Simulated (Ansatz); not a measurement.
The system is AlIn.

```xyz
2
Lattice="3.0541 0.0000 0.0000 -1.5271 2.6450 0.0000 0.0000 0.0000 5.8280" Properties=species:S:1:pos:R:3 pbc="T T T"
Al    0.0000    0.0000    0.0000
In    0.0000    0.0000    2.9140
```

The cell was built by a generator and needn't be a form met in nature.

```yaml
Program: Ansatz 0.2.0
Task: relaxation of cell and atoms
Functional: HSE06
Potentials_or_basis: Ansatz PAW
Cutoff: "420 eV (not typed: the program's choice for these potentials)"
k_mesh: 5 × 5 × 3
Occupations: fermi-dirac, width 0.05 eV
Spin: no spin polarisation
```

At the start: volume 23.54 Å³/atom.

Task: How do energy, volume and symmetry change on relaxing?

Result: It ends after 5 steps and the volume is 22.63 Å³/atom (-3.9 %); space group P6/mmm (No. 191, to 0.05 Å).

Step by step:
| step | energy change (eV) | largest force (eV/Å) | volume (Å³) |
| --- | --- | --- | --- |
| 1 | 0.0000 | 0.0000 | 47.08 |
| 2 | -0.0140 | 0.0000 | 44.57 |
| 3 | -0.0226 | 0.0000 | 45.32 |
| 4 | -0.0227 | 0.0000 | 45.26 |
| 5 | -0.0224 | 0.0000 | 45.26 |

Final structure:
```
Al In
1.0
     2.99363    0.00000    0.00000
    -1.49682    2.59256    0.00000
     0.00000    0.00000    5.83102
Al In
1 1
Cartesian
  0.0000 0.0000 0.0000
  0.0000 0.0000 2.9155
```

Caveat: the k mesh is coarse (spacing up to 0.48 Å⁻¹), so the values aren't converged, least of all with exact exchange; the plane-wave basis is chosen anew once the cell has moved, so the energies of steps on either side of that aren't comparable; the PAW data sets come from PBE, with cores solved anew for the run's functional, which leaves a small shift of forces and pressure.
